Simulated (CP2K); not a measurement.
# GeS (SMILES [S+]#[Ge-]): HF/STO-3G

What is the vertical electron affinity of GeS at HF/STO-3G? 

The calculation is run with CP2K 2026.2.

1 further run of the same task is left out (set aside as unsound or not needed).

## 1. Starting point

The species is GeS (2 atoms), meant as a singlet with charge 0. As SMILES, `[S+]#[Ge-]`. Geometry: the measured bond length.

Bond lengths: S1–Ge2 2.012 Å.

## 2. A single-point energy at HF/STO-3G

qs.inp

```
&GLOBAL
  PROJECT_NAME qs
  RUN_TYPE ENERGY
  PRINT_LEVEL MEDIUM
&END GLOBAL
&FORCE_EVAL
  METHOD QUICKSTEP
  &DFT
    BASIS_SET_FILE_NAME ./sto_3g.basis
    POTENTIAL_FILE_NAME POTENTIAL
    &QS
      METHOD GAPW
      EPS_DEFAULT 1.0E-10
    &END QS
    &MGRID
      CUTOFF 280
      REL_CUTOFF 50
      NGRIDS 4
    &END MGRID
    &POISSON
      PERIODIC NONE
      POISSON_SOLVER WAVELET
    &END POISSON
    &SCF
      SCF_GUESS ATOMIC
      EPS_SCF 1.0E-06
      MAX_SCF 40
      &OT
        MINIMIZER DIIS
        PRECONDITIONER FULL_ALL
      &END OT
      &OUTER_SCF
        EPS_SCF 1.0E-06
        MAX_SCF 8
      &END OUTER_SCF
    &END SCF
    &XC
      &XC_FUNCTIONAL NONE
      &END XC_FUNCTIONAL
      &HF
        FRACTION 1
        &SCREENING
          EPS_SCHWARZ 1.0E-10
        &END SCREENING
        &MEMORY
          MAX_MEMORY 1050
        &END MEMORY
      &END HF
    &END XC
    &PRINT
      &MOMENTS
        PERIODIC F
        REFERENCE COM
        MAX_MOMENT 1
      &END MOMENTS
      &MO_CUBES
        NLUMO 5
        NHOMO -1
        WRITE_CUBE F
      &END MO_CUBES
      &LOWDIN ON
      &END LOWDIN
      &HIRSHFELD OFF
      &END HIRSHFELD
      &MO_MOLDEN ON
        NDIGITS 8
        NLUMO 5
      &END MO_MOLDEN
    &END PRINT
  &END DFT
  &SUBSYS
    &CELL
      ABC 12 12 12
      PERIODIC NONE
    &END CELL
    &COORD
      UNIT bohr
      S      0.0000000     0.0000000     0.0000000
      Ge     0.0000000     0.0000000     3.8022915
    &END COORD
    &TOPOLOGY
      &CENTER_COORDINATES
      &END CENTER_COORDINATES
    &END TOPOLOGY
    &KIND S
      BASIS_SET STO-3G
      POTENTIAL ALL
      LEBEDEV_GRID 194
      RADIAL_GRID 100
    &END KIND
    &KIND Ge
      BASIS_SET STO-3G
      POTENTIAL ALL
      LEBEDEV_GRID 194
      RADIAL_GRID 100
    &END KIND
  &END SUBSYS
&END FORCE_EVAL
```

Command:

```sh
$ OMP_NUM_THREADS=1 cp2k.psmp -i qs.inp > qs.out 2>&1
```

The log of the run:

```text
CP2K| version string:                                       CP2K version 2026.2
[...]
 GLOBAL| Method name                                                        CP2K
[...]
 GLOBAL| Run type                                                         ENERGY
[...]
 DFT| Spin restricted Kohn-Sham (RKS) calculation                            RKS
 DFT| Multiplicity                                                             1
[...]
 DFT| Charge                                                                   0
[...]
 QS| Method:                                                                GAPW
[...]
 QS| Density cutoff [a.u.]:                                                140.0
[...]
 QS| Relative density cutoff [a.u.]:                                        25.0
[...]
                             - Atoms:                                          2
[...]
                             - Spherical basis functions:                     27
[...]
 Number of electrons:                                                         48
[...]
     1 OT DIIS     0.15E+00    2.2     0.88463979     -2386.7626847823 -2.39E+03
[...]
    11 OT DIIS     0.15E+00    1.0     0.00000042     -2444.9100570310  2.32E-10
  *** SCF run converged in    11 steps ***
[...]
  Overlap energy of the core charge distribution:               0.00000367346769
  Self energy of the core charge distribution:               -706.87880097412017
  Core Hamiltonian energy:                                  -1899.28256519289789
  Hartree energy:                                              82.10671383311330
  Exchange-correlation energy:                                  0.00000000000000
  Hartree-Fock Exchange energy:                              -103.95817507361083
[...]
                     Mulliken Population Analysis
 #  Atom  Element  Kind  Atomic population                           Net charge
       1     S        1         16.218424                             -0.218424
       2     Ge       2         31.781576                              0.218424
 # Total charge                             48.000000                 -0.000000
[...]
  Dipole moment [Debye]
    X=  0.5317569E-05 Y= -0.2552372E-05 Z=  0.1254330E+01  Total=      1.2543298
[...]
 HOMO - LUMO gap [eV] :   11.844660
 ENERGY| Total FORCE_EVAL ( QS ) energy [hartree]          -2444.910057031024280
[...]
```

Run time: 51 s. Hardware: 1 thread of Arm Neoverse V1, shared host; peak memory 0.72 GiB.

## 3. The doublet anion, same level

run.inp

```
&GLOBAL
  PROJECT_NAME run
  RUN_TYPE ENERGY
  PRINT_LEVEL MEDIUM
&END

&FORCE_EVAL
  METHOD QUICKSTEP
  &DFT
    BASIS_SET_FILE_NAME ./sto_3g.basis
    POTENTIAL_FILE_NAME POTENTIAL
    CHARGE -1
    MULTIPLICITY 2
    LSD T
    # Quickstep
    &QS
      METHOD GAPW
      EPS_DEFAULT 1.0E-10
    &END
    # plane-wave cutoff in Ry
    &MGRID
      CUTOFF 280
      REL_CUTOFF 50
      NGRIDS 4
    &END
    # no periodic images
    &POISSON
      PERIODIC NONE
      POISSON_SOLVER WAVELET
    &END
    &SCF
      SCF_GUESS ATOMIC
      EPS_SCF 1.0E-06
      MAX_SCF 30
      &OT ON
        MINIMIZER DIIS
        PRECONDITIONER FULL_ALL
      &END
      &OUTER_SCF
        EPS_SCF 1.0E-06
        MAX_SCF 10
      &END
    &END
    # exchange and correlation
    &XC
      &XC_FUNCTIONAL NONE
      &END
      # exact exchange
      &HF
        FRACTION 1
        &SCREENING
          EPS_SCHWARZ 1.0E-10
          SCREEN_ON_INITIAL_P F
        &END
        &INTERACTION_POTENTIAL
          POTENTIAL_TYPE COULOMB
        &END
        &MEMORY
          MAX_MEMORY 1050
        &END
      &END
    &END
    # extra output
    &PRINT
      &MOMENTS
        PERIODIC F
        REFERENCE COM
        MAX_MOMENT 1
      &END
      &MO_CUBES
        NLUMO 5
        NHOMO -1
        WRITE_CUBE F
      &END
      &LOWDIN ON
      &END
      &HIRSHFELD OFF
      &END
      &MO_MOLDEN ON
        NDIGITS 8
        NLUMO 5
      &END
    &END
  &END
  &SUBSYS
    # box in angstrom
    &CELL
      ABC [angstrom] 12 12 12
      PERIODIC NONE
    &END
    &COORD
      S      6.000000     6.000000     4.993957
      Ge     6.000000     6.000000     7.006043
    &END
    &KIND S
      BASIS_SET STO-3G
      POTENTIAL ALL
      LEBEDEV_GRID 194
      RADIAL_GRID 100
    &END
    &KIND Ge
      BASIS_SET STO-3G
      POTENTIAL ALL
      LEBEDEV_GRID 194
      RADIAL_GRID 100
    &END
  &END
&END
```

Command:

```sh
$ OMP_NUM_THREADS=1 cp2k.psmp -i run.inp -o run.out
```

The log of the run:

```text
CP2K| version string:                                       CP2K version 2026.2
[...]
 GLOBAL| Method name                                                        CP2K
[...]
 GLOBAL| Run type                                                         ENERGY
[...]
 DFT| Spin unrestricted (spin-polarized) Kohn-Sham calculation               UKS
 DFT| Multiplicity                                                             2
[...]
 DFT| Charge                                                                  -1
[...]
 QS| Method:                                                                GAPW
[...]
 QS| Density cutoff [a.u.]:                                                140.0
[...]
 QS| Relative density cutoff [a.u.]:                                        25.0
[...]
                             - Atoms:                                          2
[...]
                             - Spherical basis functions:                     27
[...]
 Number of electrons:                                                         25
[...]
     1 OT DIIS     0.15E+00    2.4     0.38371663     -2399.6916860594 -2.40E+03
[...]
    29 OT DIIS     0.15E+00    1.1     0.00000055     -2444.7194017931 -4.07E-09
  *** SCF run converged in    29 steps ***
[...]
  Overlap energy of the core charge distribution:               0.00000367346782
  Self energy of the core charge distribution:               -706.87880097412017
  Core Hamiltonian energy:                                  -1898.57458826953507
  Hartree energy:                                              81.57787453533507
  Exchange-correlation energy:                                  0.00000000000000
  Hartree-Fock Exchange energy:                              -104.46918573486384
[...]
                     Mulliken Population Analysis
 #  Atom  Element  Kind  Atomic population (alpha,beta) Net charge  Spin moment
       1     S        1         8.007062     8.489066    -0.496128    -0.482004
       2     Ge       2        16.992938    15.510934    -0.503872     1.482004
 # Total charge and spin       25.000000    24.000000    -1.000000     1.000000
[...]
  Dipole moment [Debye]
    X=  0.1332599E-04 Y=  0.2439607E-04 Z=  0.6934085E+00  Total=      0.6934085
[...]
 HOMO - LUMO gap [eV] :   12.930771
 ENERGY| Total FORCE_EVAL ( QS ) energy [hartree]          -2444.719401793087854
[...]
```

Wall time 72 s (1 thread of Arm Neoverse V1, shared host); peak memory 0.77 GiB.

## 4. Summary of results

At HF/STO-3G:

| quantity | value |
| --- | --- |
| singlet GeS: total energy | -2444.91006 Eh |
| singlet GeS: dipole moment | 1.25 D |
| singlet GeS: HOMO energy | -6.43 eV |
| singlet GeS: LUMO energy | 5.41 eV |
| singlet GeS: HOMO–LUMO gap | 11.84 eV |
| doublet anion: total energy | -2444.71940 Eh |
| doublet anion: HOMO energy (highest over α and β) | 5.19 eV |
| doublet anion: LUMO energy (lowest over α and β) | 13.83 eV |
| doublet anion: ⟨S²⟩ | 1.044 |
| vertical electron affinity (to the doublet anion) | -5.188 eV |

The anion lies 5.19 eV (120 kcal/mol) above the neutral: the electron isn't bound at this level, and such a value depends on the basis. Without diffuse functions anions come out too high. Hartree–Fock misses the correlation that binds many anions. In a minimal basis such a difference can be off by several eV, whatever the method. ⟨S²⟩ (doublet anion) is 1.04 where a pure doublet has 0.75: the reference is spin-contaminated. The HOMO (doublet anion) lies at positive energy, 5.19 eV: the electron is unbound at this level or held by a compact basis; values depend on the basis.
